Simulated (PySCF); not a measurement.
# Ag⁺, Ag²⁺: excitation energies in def2-TZVPPD with ECP28, part 3 of 3

Wanted: the excitation energy of silver, up a ladder of methods.

PySCF 2.14.0; def2-TZVPPD with ECP28, a scalar-relativistic core potential. The scripts are equivalent inputs of a driver's runs. Earlier steps stand in the parts before.

## Step 6: Ag²⁺ [Kr] 4d8 5p1

UHF:

input.py reads:

```python
from pyscf import gto, scf, dft, mp, cc
import basis_set_exchange as bse
txt = bse.get_basis("def2-TZVPPD", elements=["Ag"], fmt="nwchem", header=False)
cut = txt.index("\nECP")
mol = gto.M(atom="Ag 0 0 0", charge=2, spin=3, symmetry="D2h",
            basis=gto.basis.parse(txt[:cut]),
            ecp={"Ag": gto.basis.parse_ecp(txt[cut:])})
mf = scf.UHF(mol)
mf.irrep_nelec = {'Ag': (3, 1), 'B1g': (1, 1), 'B2g': (1, 1), 'B3g': (1, 1), 'B1u': (1, 1), 'B2u': (2, 1), 'B3u': (1, 1)}
mf.kernel()
```

Log:

```text
damping factor = 0
level_shift factor = 0
DIIS = <class 'pyscf.scf.diis.CDIIS'>
diis_start_cycle = 1
diis_space = 10
diis_damp = 0
SCF conv_tol = 1e-09
SCF conv_tol_grad = None
number electrons alpha = 10  beta = 7
cycle= 1 E= -144.638856922934  delta_E= -0.0107  |g|= 0.0425  |ddm|= 0.0501
cycle= 2 E= -144.639230444173  delta_E= -0.000374  |g|= 0.00859  |ddm|= 0.0102
cycle= 3 E= -144.639249762565  delta_E= -1.93e-05  |g|= 0.00088  |ddm|= 0.00394
cycle= 4 E= -144.639250276088  delta_E= -5.14e-07  |g|= 0.000333  |ddm|= 0.00107
cycle= 5 E= -144.63925036736  delta_E= -9.13e-08  |g|= 6.69e-05  |ddm|= 0.000577
cycle= 6 E= -144.63925037254  delta_E= -5.18e-09  |g|= 1.23e-05  |ddm|= 0.000167
cycle= 7 E= -144.639250372722  delta_E= -1.82e-10  |g|= 2.34e-06  |ddm|= 2.96e-05
converged SCF energy = -144.639250372722  <S^2> = 3.7534882  2S+1 = 4.0017437
```

It used 0.24 s of CPU time after the integrals (shared host).

The occupied shells:

```tsv
shell	electrons	mean orbital energy (eV)	spread (eV)	rms radius (bohr)
4s α	1	-149.87	0	0.974
4s β	1	-145.20	0	0.974
4p α	3	-107.57	0.076	1.06
4p β	3	-101.92	0.407	1.06
4d α	5	-43.658	1.616	1.36
4d β	3	-41.546	0.376	1.36
5p α	1	-18.933	0	3.29
```

⟨S²⟩ = 3.753, ⟨L²⟩ = 14.05.

⟨L²⟩ = 14.05 against 20 for a pure G term, so this real determinant mixes terms. Energies and moments cover only the electrons outside the core potential.

LDA:

Changes to input.py:

```diff
@@ -7,3 +7,3 @@
             ecp={"Ag": gto.basis.parse_ecp(txt[cut:])})
-mf = scf.UHF(mol)
+mf = dft.UKS(mol, xc="LDA,VWN")
 mf.irrep_nelec = {'Ag': (3, 1), 'B1g': (1, 1), 'B2g': (1, 1), 'B3g': (1, 1), 'B1u': (1, 1), 'B2u': (2, 1), 'B3u': (1, 1)}
```

Log:

```text
damping factor = 0
level_shift factor = 0
DIIS = <class 'pyscf.scf.diis.CDIIS'>
diis_start_cycle = 1
diis_space = 10
diis_damp = 0
SCF conv_tol = 1e-09
SCF conv_tol_grad = None
number electrons alpha = 10  beta = 7
XC functionals = LDA,VWN
    P. A. M. Dirac.,  Math. Proc. Cambridge Philos. Soc. 26, 376 (1930)
    F. Bloch.,  Z. Phys. 57, 545 (1929)
    S. H. Vosko, L. Wilk, and M. Nusair.,  Can. J. Phys. 58, 1200 (1980)
cycle= 1 E= -145.035929395186  delta_E= -0.00777  |g|= 0.0956  |ddm|= 0.197
cycle= 2 E= -145.036391750411  delta_E= -0.000462  |g|= 0.085  |ddm|= 0.103
cycle= 3 E= -145.038184776075  delta_E= -0.00179  |g|= 0.000518  |ddm|= 0.048
cycle= 4 E= -145.038184827311  delta_E= -5.12e-08  |g|= 6.77e-05  |ddm|= 0.000252
cycle= 5 E= -145.038184828392  delta_E= -1.08e-09  |g|= 4.22e-06  |ddm|= 4.79e-05
cycle= 6 E= -145.038184828398  delta_E= -6.05e-12  |g|= 5.33e-07  |ddm|= 3.4e-06
converged SCF energy = -145.038184828398  <S^2> = 3.7502074  2S+1 = 4.0001037
```

It used 0.23 s of CPU time after the integrals (shared host).

PBE:

Changes to input.py:

```diff
@@ -7,3 +7,3 @@
             ecp={"Ag": gto.basis.parse_ecp(txt[cut:])})
-mf = dft.UKS(mol, xc="LDA,VWN")
+mf = dft.UKS(mol, xc="PBE")
 mf.irrep_nelec = {'Ag': (3, 1), 'B1g': (1, 1), 'B2g': (1, 1), 'B3g': (1, 1), 'B1u': (1, 1), 'B2u': (2, 1), 'B3u': (1, 1)}
```

Log:

```text
damping factor = 0
level_shift factor = 0
DIIS = <class 'pyscf.scf.diis.CDIIS'>
diis_start_cycle = 1
diis_space = 10
diis_damp = 0
SCF conv_tol = 1e-09
SCF conv_tol_grad = None
number electrons alpha = 10  beta = 7
XC functionals = PBE
    J. P. Perdew, K. Burke, and M. Ernzerhof.,  Phys. Rev. Lett. 77, 3865 (1996)
    J. P. Perdew, K. Burke, and M. Ernzerhof.,  Phys. Rev. Lett. 78, 1396 (1997)
    J. P. Perdew, K. Burke, and M. Ernzerhof.,  Phys. Rev. Lett. 77, 3865 (1996)
    J. P. Perdew, K. Burke, and M. Ernzerhof.,  Phys. Rev. Lett. 78, 1396 (1997)
cycle= 1 E= -145.349795372354  delta_E= -0.0071  |g|= 0.0378  |ddm|= 0.187
cycle= 2 E= -145.349895726602  delta_E= -0.0001  |g|= 0.0328  |ddm|= 0.0432
cycle= 3 E= -145.350165345946  delta_E= -0.00027  |g|= 0.000702  |ddm|= 0.0187
cycle= 4 E= -145.350165442956  delta_E= -9.7e-08  |g|= 0.000115  |ddm|= 0.000335
cycle= 5 E= -145.350165445677  delta_E= -2.72e-09  |g|= 6.6e-06  |ddm|= 6e-05
cycle= 6 E= -145.350165445691  delta_E= -1.42e-11  |g|= 7.21e-07  |ddm|= 5.06e-06
converged SCF energy = -145.350165445691  <S^2> = 3.7505177  2S+1 = 4.0002588
```

CPU time 0.41 s on a shared host, the integrals not counted.

PBE0:

Changes to input.py:

```diff
@@ -7,3 +7,3 @@
             ecp={"Ag": gto.basis.parse_ecp(txt[cut:])})
-mf = dft.UKS(mol, xc="PBE")
+mf = dft.UKS(mol, xc="PBE0")
 mf.irrep_nelec = {'Ag': (3, 1), 'B1g': (1, 1), 'B2g': (1, 1), 'B3g': (1, 1), 'B1u': (1, 1), 'B2u': (2, 1), 'B3u': (1, 1)}
```

Log:

```text
damping factor = 0
level_shift factor = 0
DIIS = <class 'pyscf.scf.diis.CDIIS'>
diis_start_cycle = 1
diis_space = 10
diis_damp = 0
SCF conv_tol = 1e-09
SCF conv_tol_grad = None
number electrons alpha = 10  beta = 7
XC functionals = PBE0
    C. Adamo and V. Barone.,  J. Chem. Phys. 110, 6158 (1999)
    M. Ernzerhof and G. E. Scuseria.,  J. Chem. Phys. 110, 5029 (1999)
cycle= 1 E= -145.348551735936  delta_E= -0.00569  |g|= 0.0221  |ddm|= 0.132
cycle= 2 E= -145.348652925791  delta_E= -0.000101  |g|= 0.012  |ddm|= 0.0283
cycle= 3 E= -145.348688304016  delta_E= -3.54e-05  |g|= 0.00182  |ddm|= 0.00756
cycle= 4 E= -145.348689206218  delta_E= -9.02e-07  |g|= 0.000122  |ddm|= 0.00168
cycle= 5 E= -145.348689210627  delta_E= -4.41e-09  |g|= 1.31e-05  |ddm|= 0.00011
cycle= 6 E= -145.34868921072  delta_E= -9.24e-11  |g|= 4.19e-07  |ddm|= 1.85e-05
converged SCF energy = -145.34868921072  <S^2> = 3.7509868  2S+1 = 4.0004934
```

It used 0.47 s of CPU time after the integrals (shared host).

r2SCAN:

Changes to input.py:

```diff
@@ -7,3 +7,3 @@
             ecp={"Ag": gto.basis.parse_ecp(txt[cut:])})
-mf = dft.UKS(mol, xc="PBE0")
+mf = dft.UKS(mol, xc="R2SCAN")
 mf.irrep_nelec = {'Ag': (3, 1), 'B1g': (1, 1), 'B2g': (1, 1), 'B3g': (1, 1), 'B1u': (1, 1), 'B2u': (2, 1), 'B3u': (1, 1)}
```

Log:

```text
damping factor = 0
level_shift factor = 0
DIIS = <class 'pyscf.scf.diis.CDIIS'>
diis_start_cycle = 1
diis_space = 10
diis_damp = 0
SCF conv_tol = 1e-09
SCF conv_tol_grad = None
number electrons alpha = 10  beta = 7
XC functionals = R2SCAN
    J. W. Furness, A. D. Kaplan, J. Ning, J. P. Perdew, and J. Sun.,  J. Phys. Chem. Lett. 11, 8208-8215 (2020)
    J. W. Furness, A. D. Kaplan, J. Ning, J. P. Perdew, and J. Sun.,  J. Phys. Chem. Lett. 11, 9248-9248 (2020)
    J. W. Furness, A. D. Kaplan, J. Ning, J. P. Perdew, and J. Sun.,  J. Phys. Chem. Lett. 11, 8208-8215 (2020)
    J. W. Furness, A. D. Kaplan, J. Ning, J. P. Perdew, and J. Sun.,  J. Phys. Chem. Lett. 11, 9248-9248 (2020)
cycle= 1 E= -145.402859102134  delta_E= -0.00702  |g|= 0.0148  |ddm|= 0.164
cycle= 2 E= -145.402931088543  delta_E= -7.2e-05  |g|= 0.00677  |ddm|= 0.0231
cycle= 3 E= -145.402941983175  delta_E= -1.09e-05  |g|= 0.00217  |ddm|= 0.00517
cycle= 4 E= -145.402943269655  delta_E= -1.29e-06  |g|= 0.000171  |ddm|= 0.00189
cycle= 5 E= -145.402943280328  delta_E= -1.07e-08  |g|= 1.41e-05  |ddm|= 0.000252
cycle= 6 E= -145.402943280524  delta_E= -1.96e-10  |g|= 6.36e-07  |ddm|= 5.53e-05
converged SCF energy = -145.402943280524  <S^2> = 3.7513113  2S+1 = 4.0006556
```

CPU time 0.74 s on a shared host, the integrals not counted.

BLYP:

Changes to input.py:

```diff
@@ -7,3 +7,3 @@
             ecp={"Ag": gto.basis.parse_ecp(txt[cut:])})
-mf = dft.UKS(mol, xc="R2SCAN")
+mf = dft.UKS(mol, xc="BLYP")
 mf.irrep_nelec = {'Ag': (3, 1), 'B1g': (1, 1), 'B2g': (1, 1), 'B3g': (1, 1), 'B1u': (1, 1), 'B2u': (2, 1), 'B3u': (1, 1)}
```

Log:

```text
damping factor = 0
level_shift factor = 0
DIIS = <class 'pyscf.scf.diis.CDIIS'>
diis_start_cycle = 1
diis_space = 10
diis_damp = 0
SCF conv_tol = 1e-09
SCF conv_tol_grad = None
number electrons alpha = 10  beta = 7
XC functionals = BLYP
    A. D. Becke.,  Phys. Rev. A 38, 3098 (1988)
    C. Lee, W. Yang, and R. G. Parr.,  Phys. Rev. B 37, 785 (1988)
    B. Miehlich, A. Savin, H. Stoll, and H. Preuss.,  Chem. Phys. Lett. 157, 200 (1989)
cycle= 1 E= -145.315654633997  delta_E= -0.00825  |g|= 0.0408  |ddm|= 0.212
cycle= 2 E= -145.315750889959  delta_E= -9.63e-05  |g|= 0.0367  |ddm|= 0.0457
cycle= 3 E= -145.316089425676  delta_E= -0.000339  |g|= 0.0006  |ddm|= 0.0207
cycle= 4 E= -145.316089495449  delta_E= -6.98e-08  |g|= 9.42e-05  |ddm|= 0.000283
cycle= 5 E= -145.316089497202  delta_E= -1.75e-09  |g|= 8.4e-06  |ddm|= 4.29e-05
cycle= 6 E= -145.316089497224  delta_E= -2.21e-11  |g|= 6.61e-07  |ddm|= 6.05e-06
converged SCF energy = -145.316089497224  <S^2> = 3.7505254  2S+1 = 4.0002627
```

It used 0.41 s of CPU time after the integrals (shared host).

MN15:

Changes to input.py:

```diff
@@ -7,3 +7,3 @@
             ecp={"Ag": gto.basis.parse_ecp(txt[cut:])})
-mf = dft.UKS(mol, xc="BLYP")
+mf = dft.UKS(mol, xc="MN15")
 mf.irrep_nelec = {'Ag': (3, 1), 'B1g': (1, 1), 'B2g': (1, 1), 'B3g': (1, 1), 'B1u': (1, 1), 'B2u': (2, 1), 'B3u': (1, 1)}
```

Log:

```text
damping factor = 0
level_shift factor = 0
DIIS = <class 'pyscf.scf.diis.CDIIS'>
diis_start_cycle = 1
diis_space = 10
diis_damp = 0
SCF conv_tol = 1e-09
SCF conv_tol_grad = None
number electrons alpha = 10  beta = 7
XC functionals = MN15
    H. S. Yu, X. He, S. L. Li, and D. G. Truhlar.,  Chem. Sci. 7, 5032-5051 (2016)
    H. S. Yu, X. He, S. L. Li, and D. G. Truhlar.,  Chem. Sci. 7, 5032-5051 (2016)
cycle= 1 E= -145.005241738122  delta_E= -0.00889  |g|= 0.118  |ddm|= 0.165
cycle= 2 E= -145.006828856907  delta_E= -0.00159  |g|= 0.0843  |ddm|= 0.127
cycle= 3 E= -145.00846239167  delta_E= -0.00163  |g|= 0.00122  |ddm|= 0.0485
cycle= 4 E= -145.008464048992  delta_E= -1.66e-06  |g|= 0.000184  |ddm|= 0.00408
cycle= 5 E= -145.008464079242  delta_E= -3.03e-08  |g|= 2.51e-05  |ddm|= 0.000552
cycle= 6 E= -145.00846408033  delta_E= -1.09e-09  |g|= 2.44e-06  |ddm|= 0.000127
cycle= 7 E= -145.008464080338  delta_E= -7.65e-12  |g|= 3.5e-07  |ddm|= 6.99e-06
converged SCF energy = -145.008464080338  <S^2> = 3.7505728  2S+1 = 4.0002864
```

CPU time 0.9 s on a shared host, the integrals not counted.

r2SCANh:

Changes to input.py:

```diff
@@ -7,3 +7,3 @@
             ecp={"Ag": gto.basis.parse_ecp(txt[cut:])})
-mf = dft.UKS(mol, xc="MN15")
+mf = dft.UKS(mol, xc="HYB_MGGA_XC_R2SCANH")
 mf.irrep_nelec = {'Ag': (3, 1), 'B1g': (1, 1), 'B2g': (1, 1), 'B3g': (1, 1), 'B1u': (1, 1), 'B2u': (2, 1), 'B3u': (1, 1)}
```

Log:

```text
damping factor = 0
level_shift factor = 0
DIIS = <class 'pyscf.scf.diis.CDIIS'>
diis_start_cycle = 1
diis_space = 10
diis_damp = 0
SCF conv_tol = 1e-09
SCF conv_tol_grad = None
number electrons alpha = 10  beta = 7
XC functionals = HYB_MGGA_XC_R2SCANH
    M. Bursch, H. Neugebauer, S. Ehlert, and S. Grimme.,  J. Chem. Phys. 156, 134105 (2022)
cycle= 1 E= -145.390858947236  delta_E= -0.00679  |g|= 0.0158  |ddm|= 0.147
cycle= 2 E= -145.390945249714  delta_E= -8.63e-05  |g|= 0.00504  |ddm|= 0.0229
cycle= 3 E= -145.39095115306  delta_E= -5.9e-06  |g|= 0.00234  |ddm|= 0.00455
cycle= 4 E= -145.390952603942  delta_E= -1.45e-06  |g|= 0.000171  |ddm|= 0.00188
cycle= 5 E= -145.390952614804  delta_E= -1.09e-08  |g|= 1.77e-05  |ddm|= 0.000224
cycle= 6 E= -145.390952615056  delta_E= -2.53e-10  |g|= 4.37e-07  |ddm|= 5.43e-05
converged SCF energy = -145.390952615056  <S^2> = 3.751447  2S+1 = 4.0007234
```

CPU time 0.78 s on a shared host, the integrals not counted.

revPBE:

Changes to input.py:

```diff
@@ -7,3 +7,3 @@
             ecp={"Ag": gto.basis.parse_ecp(txt[cut:])})
-mf = dft.UKS(mol, xc="HYB_MGGA_XC_R2SCANH")
+mf = dft.UKS(mol, xc="PBE_R,PBE")
 mf.irrep_nelec = {'Ag': (3, 1), 'B1g': (1, 1), 'B2g': (1, 1), 'B3g': (1, 1), 'B1u': (1, 1), 'B2u': (2, 1), 'B3u': (1, 1)}
```

Log:

```text
damping factor = 0
level_shift factor = 0
DIIS = <class 'pyscf.scf.diis.CDIIS'>
diis_start_cycle = 1
diis_space = 10
diis_damp = 0
SCF conv_tol = 1e-09
SCF conv_tol_grad = None
number electrons alpha = 10  beta = 7
XC functionals = PBE_R,PBE
    Y. Zhang and W. Yang.,  Phys. Rev. Lett. 80, 890 (1998)
    J. P. Perdew, K. Burke, and M. Ernzerhof.,  Phys. Rev. Lett. 77, 3865 (1996)
    J. P. Perdew, K. Burke, and M. Ernzerhof.,  Phys. Rev. Lett. 78, 1396 (1997)
cycle= 1 E= -145.409983018091  delta_E= -0.00685  |g|= 0.0275  |ddm|= 0.185
cycle= 2 E= -145.410051644598  delta_E= -6.86e-05  |g|= 0.0231  |ddm|= 0.0329
cycle= 3 E= -145.410186719348  delta_E= -0.000135  |g|= 0.000845  |ddm|= 0.0134
cycle= 4 E= -145.410186870284  delta_E= -1.51e-07  |g|= 0.00013  |ddm|= 0.000467
cycle= 5 E= -145.410186873904  delta_E= -3.62e-09  |g|= 8.23e-06  |ddm|= 7.27e-05
cycle= 6 E= -145.410186873926  delta_E= -2.2e-11  |g|= 8.98e-07  |ddm|= 6.4e-06
converged SCF energy = -145.410186873926  <S^2> = 3.7505716  2S+1 = 4.0002858
```

It used 0.41 s of CPU time after the integrals (shared host).

## Step 7: Ag²⁺ [Kr] 4d8 5p1, continued

MP2 (valence):

Changes to input.py since step 6:

```diff
@@ -7,4 +7,5 @@
             ecp={"Ag": gto.basis.parse_ecp(txt[cut:])})
-mf = dft.UKS(mol, xc="PBE_R,PBE")
+mf = scf.UHF(mol)
 mf.irrep_nelec = {'Ag': (3, 1), 'B1g': (1, 1), 'B2g': (1, 1), 'B3g': (1, 1), 'B1u': (1, 1), 'B2u': (2, 1), 'B3u': (1, 1)}
 mf.kernel()
+mp.UMP2(mf, frozen=4).kernel()
```

No log was kept for this step.

CPU time 0.05 s on a shared host, the integrals not counted.

With 9 electrons correlated, the MP2 correlation energy is -0.23238 hartree (-0.09289 same spin, -0.13949 opposite spin); the SCS form gives -0.19835. Largest pairs of shells: 4d-4d -0.2085, 4d-5p -0.0238, 5p-5p 0.0000.

MP2 (valence and next inner shell):

Changes to input.py:

```diff
@@ -10,2 +10,2 @@
 mf.kernel()
-mp.UMP2(mf, frozen=4).kernel()
+mp.UMP2(mf, frozen=0).kernel()
```

The driver printed no log here.

CPU time 0.06 s on a shared host, the integrals not counted.

With 17 electrons correlated, the MP2 correlation energy is -0.50258 hartree (-0.16245 same spin, -0.34013 opposite spin); the SCS form gives -0.46231. Largest pairs of shells: 4d-4d -0.2085, 4p-4d -0.1650, 4p-4p -0.0472, 4s-4d -0.0262, 4d-5p -0.0238.

## Step 8: Orbital energies side by side

Highest occupied Hartree-Fock shell of each state: Ag⁺ [Kr] 4d9 5s1 5s α at -15.478 eV; Ag²⁺ [Kr] 4d8 5s1 5s α at -25.584 eV; Ag²⁺ [Kr] 4d8 5p1 5p α at -18.933 eV.

## Step 9: The energy differences

Excitation energy: Ag⁺ [Kr] 4d10 (1S) → Ag⁺ [Kr] 4d9 5s1 (3D).

```tsv
method	value (eV)	error (eV)
UHF	4.400	-0.634
LDA	4.772	-0.263
PBE	4.694	-0.341
PBE0	4.807	-0.228
r2SCAN	4.638	-0.397
BLYP	4.552	-0.482
MN15	5.101	+0.066
r2SCANh	4.675	-0.359
revPBE	4.723	-0.312
MP2 (valence)	5.376	+0.341
SCS-MP2 (valence)	5.364	+0.330
MP2 (valence and next inner shell)	5.170	+0.135
SCS-MP2 (valence and next inner shell)	5.134	+0.099
```

Reference: 5.035 eV (measured; NIST levels, between the centres of gravity of the two terms). Errors of the correlated levels include the incompleteness of this basis.

Excitation energy: Ag²⁺ [Kr] 4d9 (2D) → Ag²⁺ [Kr] 4d8 5s1 (4F).

```tsv
method	value (eV)
UHF	7.527
LDA	7.848
PBE	7.733
PBE0	7.913
r2SCAN	7.584
BLYP	7.581
MN15	8.755
r2SCANh	7.654
revPBE	7.774
MP2 (valence)	8.430
SCS-MP2 (valence)	8.547
MP2 (valence and next inner shell)	8.163
SCS-MP2 (valence and next inner shell)	8.199
```

Excitation energy: Ag²⁺ [Kr] 4d9 (2D) → Ag²⁺ [Kr] 4d8 5p1 (high-spin determinant).

```tsv
method	value (eV)
UHF	14.117
LDA	14.936
PBE	14.663
PBE0	14.784
r2SCAN	14.484
BLYP	14.537
MN15	15.781
r2SCANh	14.544
revPBE	14.642
MP2 (valence)	15.334
SCS-MP2 (valence)	15.375
MP2 (valence and next inner shell)	15.185
SCS-MP2 (valence and next inner shell)	15.130
```

The differences also use runs on Ag⁺ [Kr] 4d10 (1S), Ag²⁺ [Kr] 4d9 (2D), which are not shown here.

## Step 10: Results

The summary covers parts 1 to 3.

| quantity | value |
| --- | --- |
| excitation energy, Ag⁺ → [Kr] 4d9 5s1 | UHF 4.400, MP2 (valence and next inner shell) 5.170 eV; reference 5.035 |
| excitation energy, Ag²⁺ → [Kr] 4d8 5s1 | UHF 7.527, MP2 (valence and next inner shell) 8.163 eV |
| excitation energy, Ag²⁺ → [Kr] 4d8 5p1 | UHF 14.117, MP2 (valence and next inner shell) 15.185 eV |

Accuracy by level (over 1 difference):

```tsv
method	mean absolute miss against the measured value (with the measured fine structure taken into account where it is known) (eV)
UHF	0.634
LDA	0.263
PBE	0.341
PBE0	0.228
r2SCAN	0.397
BLYP	0.482
MN15	0.066
r2SCANh	0.359
revPBE	0.312
MP2 (valence)	0.341
SCS-MP2 (valence)	0.330
MP2 (valence and next inner shell)	0.135
SCS-MP2 (valence and next inner shell)	0.099
```

What this shows: Against experiment MN15 comes closest (off by 0.07 eV) and UHF is farthest (0.63 eV). PBE is off by -0.34 eV. The basis is finite, and no extrapolation was made.
